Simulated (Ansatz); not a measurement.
**CH3AlFNO: small, medium and large basis sets**

How large a basis does CH3AlFNO need? Two functionals are run in growing sets.

Computed with Ansatz 0.2.0, Gaussian basis. Level: one geometry, several basis sets.

The runs, in order: PBE0-D4/def2-SVP; ωB97M-V/def2-SVP; PBE0-D4/def2-QZVPP; ωB97M-V/def2-QZVPP; the functionals' def2-TZVPP values are taken from earlier runs.

### Step 1. Structure used throughout

An earlier PBE0-D4 in a triple-zeta def2 set relaxation fixed the geometry.

SMILES `N=[C](O)[AlH][F]`, 8 atoms, charge 0, spin multiplicity 1.

Atoms are counted from 1 here; the program's logs count them from 0.

Bond lengths: N1–C2 1.270 Å, N1–H6 1.027 Å, C2–O3 1.349 Å, C2–Al4 1.968 Å, O3–H7 0.969 Å, Al4–F5 1.648 Å, Al4–H8 1.567 Å. Angles: C2–N1–H6 114.4°, N1–C2–O3 126.9°, N1–C2–Al4 110.8°, O3–C2–Al4 122.3°, C2–O3–H7 109.8°, C2–Al4–F5 118.9°, C2–Al4–H8 122.4°, F5–Al4–H8 118.7°.

### Step 2. PBE0-D4 in def2-SVP

in.yaml reads:

```yaml
crystal:
  periodic: [false, false, false]
  atoms:
    - {symbol: N, position_ang: [-1.277573, -0.609165, 0.194501]}
    - {symbol: C, position_ang: [-0.280571, 0.176945, 0.204270]}
    - {symbol: O, position_ang: [-0.202913, 1.380077, 0.810214]}
    - {symbol: Al, position_ang: [1.223056, -0.590878, -0.807641]}
    - {symbol: F, position_ang: [2.643537, 0.241659, -0.880125]}
    - {symbol: H, position_ang: [-2.094720, -0.264505, 0.711624]}
    - {symbol: H, position_ang: [-1.040071, 1.577750, 1.256987]}
    - {symbol: H, position_ang: [1.121356, -1.968982, -1.545629]}
basis:
  gaussian: {orbitals: def2-SVP}
hamiltonian: {xc: pbe0, dispersion: d4}
output: {orbitals: {seedname: orbitals}}
```

Command:

```sh
$ ansatz run in.yaml --threads 2 --pin off --events-out ev --progress --plain --max-ram 4352MiB
```

Further steps of the session: ωB97M-V in def2-SVP; PBE0-D4 in def2-QZVPP; ωB97M-V in def2-QZVPP.

**Question.** What will the summary of the whole plan be? Wanted: PBE0-D4: double and triple zeta above quadruple; ωB97M-V: double and triple zeta above quadruple.

**Answer**, as computed:

| quantity | value |
| --- | --- |
| PBE0-D4: double and triple zeta above quadruple | 11.88, 0.63 eV |
| ωB97M-V: double and triple zeta above quadruple | 12.06, 0.59 eV |

For PBE0-D4 the step from double to triple zeta gains 11.25 eV and the next only 0.63 eV. These are total energies; as a rule much of such shifts cancels in differences, which this series doesn't test.
